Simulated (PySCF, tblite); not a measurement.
# C₄H₁₃BO₂Si: geometry, infrared bands, NMR shifts and electronic excitations

Aim: predict the infrared bands, NMR shifts and electronic excitations of C₄H₁₃BO₂Si (`CC(C)(C)[SiH2]B(O)O`).

The runs use tblite 0.8.0 and PySCF 2.14.0, with density-fitted response routines of our own; the level of theory stands in each step. All values are computed, except where a source is named. Atoms are numbered from 0 throughout.

### 1 The molecule as given

21 atoms, charge 0, multiplicity 1; geometry from: force field or distance geometry start.

Bonds of the start (Å): C0–C1 1.49, C1–C2 1.51, C1–C3 1.52, C1–Si4 1.87, Si4–B5 1.92, B5–O6 1.47, B5–O7 1.46, C0–H8 1.12, C0–H9 1.11, C0–H10 1.09, C2–H11 1.13, C2–H12 1.11, C2–H13 1.11, C3–H14 1.10, C3–H15 1.12, C3–H16 1.13, Si4–H17 1.47, Si4–H18 1.47, O6–H19 0.99, O7–H20 0.99.

### 2 Geometry optimisation with GFN2-xTB

Job settings and geometry (Å):

```
{"job": {"kind": "relax", "xc": "GFN2-xTB", "basis": "xTB"}, "charge": 0, "multiplicity": 1}
C     -1.070100    -0.139600    -1.483000
C     -0.818700    -0.077200    -0.018000
C     -0.994600     1.347100     0.462000
C     -1.839600    -0.926500     0.722700
Si     0.834900    -0.787000     0.498900
B      2.337200     0.252800    -0.094200
O      3.695100    -0.290000     0.089900
O      2.243300     1.577200    -0.700700
H     -2.104200    -0.559000    -1.601500
H     -1.074400     0.909400    -1.859300
H     -0.393800    -0.784200    -2.051700
H     -2.108400     1.548800     0.412300
H     -0.599300     1.507400     1.488300
H     -0.538500     2.070900    -0.246600
H     -2.878600    -0.666900     0.485700
H     -1.637400    -2.017600     0.557700
H     -1.594500    -0.786800     1.818200
H      0.820800    -0.815700     1.972000
H      0.947000    -2.134100    -0.078100
H      3.709300    -1.280500     0.031000
H      3.055500     2.068300    -0.405900
```

The run is started by

```console
$ OMP_NUM_THREADS=1 python probes_run.py task.json out
```

The driver reads the jobs from task.json and runs them one after another.

**Question.** This job is followed by: GFN2-xTB harmonic vibrations, gas phase; PBE0-D3(BJ)/def2-SVP geometry optimisation, gas phase; GIAO PBE0/pcSseg-1 NMR shielding, non-relativistic, gas phase; TDDFT PBE0/def2-SVPD, vertical, gas phase, core orbitals frozen in the response; GIAO HF/pcSseg-1 NMR shielding, non-relativistic, gas phase. What will the session give for the following? strongest single infrared mode (GFN2-xTB); zero-point energy (GFN2-xTB); point group; rotational constants (main isotopes); ¹³C shifts against TMS (PBE0/pcSseg-1, means over atoms taken as alike); ¹H shifts against TMS (PBE0/pcSseg-1, means over atoms taken as alike); ²⁹Si shifts against TMS (PBE0/pcSseg-1); ¹¹B shifts against BF3·OEt2 (PBE0/pcSseg-1); ¹⁷O shifts against H2O (PBE0/pcSseg-1, means over atoms taken as alike); surface potential, 1st and 99th percentile; lowest singlet (PBE0/def2-SVPD); brightest single state of those computed; lowest triplet; vertical ionisation energy (ΔSCF); range of the shift of O6.

As calculated:

| quantity | value |
| --- | --- |
| strongest single infrared mode (GFN2-xTB) | 2095 cm⁻¹, 485 km/mol |
| zero-point energy (GFN2-xTB) | 106.2 kcal/mol |
| point group | C1 |
| rotational constants (main isotopes) | 2.77, 0.97, 0.87 GHz |
| ¹³C shifts against TMS (PBE0/pcSseg-1, means over atoms taken as alike) | 29.5, 17.3 ppm |
| ¹H shifts against TMS (PBE0/pcSseg-1, means over atoms taken as alike) | 4.39, 3.52, 1.12 ppm |
| ²⁹Si shifts against TMS (PBE0/pcSseg-1) | -57.5 ppm |
| ¹¹B shifts against BF3·OEt2 (PBE0/pcSseg-1) | 32.7 ppm |
| ¹⁷O shifts against H2O (PBE0/pcSseg-1, means over atoms taken as alike) | 156.0 ppm |
| surface potential, 1st and 99th percentile | -0.96 V and 2.26 V |
| lowest singlet (PBE0/def2-SVPD) | 6.22 eV (199 nm), f = 0.014 |
| brightest single state of those computed | state 9, 7.95 eV, f = 0.131 |
| lowest triplet | 5.33 eV |
| vertical ionisation energy (ΔSCF) | 9.28 eV |
| range of the shift of O6 | 127.4 to 156.0 ppm |

In words: The optimisation took 134 steps and gained 1.314 eV; among the close pairs (by a distance rule), B5–O7 changed most, from 1.460 to 1.349 Å (GFN2-xTB). The lowest mode is slightly imaginary (5i cm⁻¹), a soft motion within the noise of the Hessian, so the minimum is not strictly shown. The strongest single mode, at 2095 cm⁻¹, moves mainly H18. Unscaled tight-binding wavenumbers are off by several per cent, some by more. Its intensities can rank the bands wrongly. Relaxing lowered the energy by 0.255 eV in 4 steps; the close pair that moved most is Si4–B5, from 1.979 to 2.040 Å (PBE0/def2-SVP). At PBE0/pcSseg-1: The widest tensor belongs to O6, O7: span 214 ppm, with a paramagnetic part of -209 ppm. The first singlet state (HOMO→LUMO 0.94) lies at 6.22 eV and is weak; of the 10 states computed, the strongest absorption comes from state 9 at 7.95 eV. The lowest triplet lies 0.89 eV below the lowest singlet (triplets in Tamm-Dancoff, singlets in full TDDFT). ΔSCF puts the ionisation energy at 9.28 eV, 1.72 eV above −ε(HOMO). In ppm, O6 (with its like atoms) moves most: its shift spreads over 28.5 ppm, from 127.4 (HF/pcSseg-1) to 156.0 (PBE0/pcSseg-1).
